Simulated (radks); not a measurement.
**Ionising molybdenum step by step, Mo¹¹⁺ to Mo²¹⁺**

An exercise on one series of results from a longer session: the logs are not shown, and one member is left open.

The numbers are computed with radks (a radial shooting solver on a logarithmic mesh, Libxc functionals) version 1 (scalar-relativistic Kohn-Sham, PBE, spin-unpolarised, spherical densities, finite nucleus), except any that are marked as measured or tabulated.

## What is computed

```
element             : molybdenum (Z = 42)
charges             : 11 to 21
first configuration : [Ar] 3d10 4s2 4p1
last configuration  : [Ar] 3d3
```

The outer shells:

Mo¹¹⁺
```
[Ar] core
3d [↑↓][↑↓][↑↓][↑↓][↑↓]
4s [↑↓]
4p [↑ ][  ][  ]
```

Mo²¹⁺
```
[Ar] core
3d [↑ ][↑ ][↑ ][  ][  ]
```

The first run:

Settings of this run:

```text
Z 42
configuration [Ar] 3d10 4s2 4p1 5s0 4d0
relativity scalar-relativistic
functional pbe,pbe
spin unpolarised
nucleus finite rms 4.4091 fm
c 137.035999084
```

Among the steps run: Mo¹¹⁺, [Ar] 3d10 4s2 4p1; Mo¹²⁺, [Ar] 3d10 4s2; Mo¹³⁺, [Ar] 3d10 4s1; Mo¹⁴⁺, [Ar] 3d10; Mo¹⁵⁺, [Ar] 3d9; Mo¹⁶⁺, [Ar] 3d8; Mo¹⁷⁺, [Ar] 3d7; Mo¹⁸⁺, [Ar] 3d6; Mo¹⁹⁺, [Ar] 3d5; Mo²⁰⁺, [Ar] 3d4; Mo²¹⁺, [Ar] 3d3.

One of the session's tables, all rows but one given; the rest of the session is left out.

```
species  Δ-SCF (eV)  −ε(HOMO) (eV)
  Mo¹¹⁺      228.04         217.45
  Mo¹²⁺      281.21         269.87
  Mo¹³⁺      304.33         292.72
  Mo¹⁴⁺      544.04         518.18
  Mo¹⁵⁺           ?              ?
  Mo¹⁶⁺      651.89         624.37
  Mo¹⁷⁺      708.29         679.97
  Mo¹⁸⁺      766.29         737.18
  Mo¹⁹⁺      825.87         795.99
  Mo²⁰⁺      887.00         856.36
```

Estimate the missing values for Mo¹⁵⁺.

As computed: Δ-SCF (eV): 597.13; −ε(HOMO) (eV): 570.43. In the column «Δ-SCF (eV)» it lies between Mo¹⁴⁺ (544.04) and Mo¹⁶⁺ (651.89).

**Reading.** Reference values: NIST Atomic Spectra Database (exp. measured, semi-emp. semi-empirical, theory a theoretical value adopted there). Per unit of the charge left behind, the cost jumps most at Mo¹⁴⁺ ([Ar] 3d10): from 304.33 to 544.04 eV. There the highest level belongs to another shell. The Δ-SCF values miss the measured or semi-empirical entries by +0.1 % in the signed mean; the largest miss is -1.0 % (Mo¹¹⁺). Minus the highest eigenvalue gives 95 to 97 % of the Δ-SCF value along the ladder. Spin polarisation and multiplet splitting are left out, so open shells lie too high by an amount that depends on their filling.

**Measured values.**

From NIST Atomic Spectra Database: ionisation energy of Mo¹³⁺ 302.6 ± 0.04 eV.
